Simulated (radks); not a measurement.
**Nuclear size and the levels of Si⁺**

The task here is to estimate one member of a computed series from the others.

Method: Dirac Kohn-Sham, BLYP, spin-unpolarised, spherical densities, finite nucleus; open shells are shared between the two j in proportion to 2j + 1. Code: radks (a radial shooting solver on a logarithmic mesh, Libxc functionals) version 1.

## The atom as given

| Property | Result |
| --- | --- |
| element | silicon (Z = 14) |
| charge | +1 |
| electrons | 13 |
| configuration | [Ne] 3s2 3p1 |
| nuclear rms radius | 3.1224 fm |

The outer shells:

Si⁺
```
[Ne] core
3s [↑↓]
3p [↑ ][  ][  ]
```

The first run:

The run's settings:

```text
Z 14
configuration [Ne] 3s2 3p1 4s0 3d0
relativity Dirac
functional b88,lyp
spin unpolarised
j_filling average
nucleus finite rms 3.1224 fm
c 137.035999084
```

Among the steps run: rms radius 3.1224 fm.

One table of the session follows, with a row left open; its other results are not shown here.

It belongs to the step «rms radius 3.1224 fm». Sizes of the orbitals, from the radial functions (bohr):

```
level     <r>  outermost maximum (interpolated)  90 % within  nodes
1s1/2  0.1113                            0.0726        0.199      0
2s1/2  0.5683                             0.454        0.896      1
2p1/2  0.5359                             0.386        0.902      0
2p3/2  0.5382                             0.387        0.905      0
3s1/2   2.052                              1.73         3.10      2
3p1/2       ?                                 ?            ?      ?
3p3/2   2.470                              2.02         3.82      1
```

Estimate the missing values for 3p1/2.

As computed: <r>: 2.463; outermost maximum (interpolated): 2.01; 90 % within: 3.82; nodes: 1. In the column «<r>» it lies between 3s1/2 (2.052) and 3p3/2 (2.470).
